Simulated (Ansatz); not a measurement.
The system is LaSb.

```
La Sb
1.0
     0.00000    3.24500    3.24500
     3.24500    0.00000    3.24500
     3.24500    3.24500    0.00000
La Sb
1 1
Direct
  0.00000 0.00000 0.00000
  0.50000 0.50000 0.50000
```

```yaml
Program: Ansatz 0.2.0
Task: relaxation of cell and atoms
Functional: RPBE
Potentials_or_basis: all-electron LAPW, scalar-relativistic
Basis_error_allowed: 0.001 eV/atom
k_mesh: 7 × 7 × 7
Occupations: fermi-dirac, width 0.05 eV
Spin: no spin polarisation
```

At the start: volume 34.17 Å³/atom.

Question: Where does the relaxation end?

Answer: Over 5 steps the energy falls by 17.6 meV/atom and the volume is 36.14 Å³/atom (+5.8 %); space group Fm-3m (No. 225, to 0.05 Å).

Step by step:
| step | energy change (eV) | largest force (eV/Å) | volume (Å³) |
| --- | --- | --- | --- |
| 1 | 0.0000 | 0.0000 | 68.34 |
| 2 | -0.0236 | 0.0000 | 74.70 |
| 3 | -0.0351 | 0.0000 | 72.47 |
| 4 | -0.0352 | 0.0000 | 72.28 |
| 5 | -0.0352 | 0.0000 | 72.28 |

Final structure:
```yaml
crystal:
  lattice:
    - [0.00000, 3.30622, 3.30622]
    - [3.30622, 0.00000, 3.30622]
    - [3.30622, 3.30622, 0.00000]
  atoms:
    - { symbol: La, position: [0.00000, 0.00000, 0.00000] }
    - { symbol: Sb, position: [0.50000, 0.50000, 0.50000] }
```
